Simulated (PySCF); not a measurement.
# AlH2I (AlH2I): the cost of one run

The runs use PySCF 2.14.0, with density-fitted response routines of our own; the level of theory stands in each step. All values are computed, except where a source is named. Atoms are numbered from 0 throughout.

### Step 1. Starting geometry

4 atoms, charge 0, multiplicity 1; geometry from: GFN2-xTB. The atoms were then displaced at random by about 0.03 Å, so the start is not that level's minimum.

Bonds of the start (Å): Al0–H1 1.46, Al0–H2 1.66, Al0–I3 2.42.

### Step 2. Relaxing the molecule at PBE0-D3(BJ)/def2-SVP

What the job is given:

```
{"job": {"xc": "PBE0", "basis": "def2-SVP", "d3": "d3bj", "grid": 1, "maxiter": 40, "shake": 0.03, "kind": "geom"}, "charge": 0, "multiplicity": 1}
Al     0.174660     0.112960     0.013790
H      1.632140     0.203300     0.004100
H     -0.649750     1.548360    -0.048200
I     -1.073760    -1.955070    -0.000160
```

On the command line:

```sh
$ OMP_NUM_THREADS=1 python probes_run.py task.json out
```

The driver reads the jobs from task.json and runs them one after another.

**Question.** How long does this first job take on 1 thread of AMD EPYC, shared host, and how much memory does it need?

About 20 s, with a peak of 0.25 GiB.
